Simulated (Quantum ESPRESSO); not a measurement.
**MnAs under changes of volume**

One of the cells (16.959 Å³/atom); the others are scaled copies at fixed shape and fractional positions:

```
CELL_PARAMETERS angstrom
3.71000 0.00000 0.00000
-1.85500 3.21295 0.00000
0.00000 0.00000 5.69100
ATOMIC_POSITIONS crystal
As 0.66667 0.33333 0.75000
As 0.33333 0.66667 0.25000
Mn 0.00000 0.00000 0.50000
Mn 0.00000 0.00000 0.00000
```

```yaml
Program: Quantum ESPRESSO 7.5
Functional: PBEsol
Potentials_or_basis: GBRV 1.5 PBEsol
Cutoff: 612 eV
Density_cutoff: 4898 eV
k_mesh: 8 × 8 × 5
Occupations: fermi-dirac, width 0.05 eV
Spin: collinear spin, ferromagnetic start
Starting_moments: "[0.0, 0.0, 4.0, 4.0] μB"
```

| volume (Å³/atom) | energy over the lowest point (meV/atom) | pressure (GPa) | moment (μB per cell) |
| --- | --- | --- | --- |
| 15.942 | 0.00 | -5.7 | 5.59 |
| 16.281 | 13.15 | -6.4 | 5.85 |
| 16.620 | 26.55 | -7.0 | 6.12 |
| 16.959 | 41.77 | -8.0 | 6.29 |
| 17.298 | ? | ? | ? |
| 17.638 | 79.14 | -9.7 | 6.60 |
| 17.977 | 99.80 | -10.2 | 6.76 |

Question: What does the run at 17.298 Å³/atom give?

Answer: Energy over the lowest point 59.49 meV/atom; pressure -9.0 GPa; moment 6.43 μB per cell.

Worked out: A Birch-Murnaghan fit of order 3 (a polynomial in V^(-2/3)) to the other rows has no minimum within the range. It gives 59.44 meV/atom at 17.298 Å³/atom, against the run's 59.49, and -dE/dV = -8.6 GPa, against -9.0. A parabola through the other rows of the moment, of slope 0.481 μB per Å³/atom there, gives 6.47 μB, against the run's 6.43.

Energies are extrapolated to zero smearing.

Caveats: only a ferromagnetic start was run, and an antiferromagnetic order may lie lower in energy.
